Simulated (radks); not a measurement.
# Ionising gadolinium step by step, Gd²²⁺ to Gd⁴³⁺

The task here is to estimate one member of a computed series from the others.

The numbers are computed with radks (a radial shooting solver on a logarithmic mesh, Libxc functionals) version 1 (Dirac Kohn-Sham, PBE, spin-unpolarised, spherical densities, finite nucleus; open shells fill j = l - 1/2 first), except any that are marked as measured or tabulated.

## Starting point

```
element             : gadolinium (Z = 64)
charges             : 22 to 43
first configuration : [Kr] 4d6
last configuration  : [Ar] 3d3
```

Set-up of the first run:

Settings of this run:

```text
Z 64
configuration [Kr] 4d6
relativity Dirac
functional pbe,pbe
spin unpolarised
j_filling energy
nucleus finite rms 5.1569 fm
c 137.035999084
```

Among the steps run: Gd²²⁺, [Kr] 4d6.

One table of the session follows, with a row left open; its other results are not shown here.

It belongs to the step «Gd²²⁺, [Kr] 4d6». From the orbitals of this run (lengths in bohr):

```
level     <r>  outermost maximum (interpolated)  90 % within  nodes
3p3/2  0.2454                             0.223        0.367      1
3d3/2  0.2173                             0.178        0.339      0
3d5/2  0.2213                             0.181        0.344      0
4s1/2  0.5225                             0.502        0.743      3
4p1/2  0.5267                             0.502        0.756      2
4p3/2       ?                                 ?            ?      ?
4d3/2  0.5537                             0.520        0.811      1
4d5/2  0.5602                             0.526        0.820      1
```

Estimate the missing values for 4p3/2.

As computed: <r>: 0.5487; outermost maximum (interpolated): 0.525; 90 % within: 0.786; nodes: 2. In the column «<r>» it lies between 4p1/2 (0.5267) and 4d3/2 (0.5537).

To keep in mind: Spin polarisation and multiplet splitting are left out, so open shells lie too high by an amount that depends on their filling.
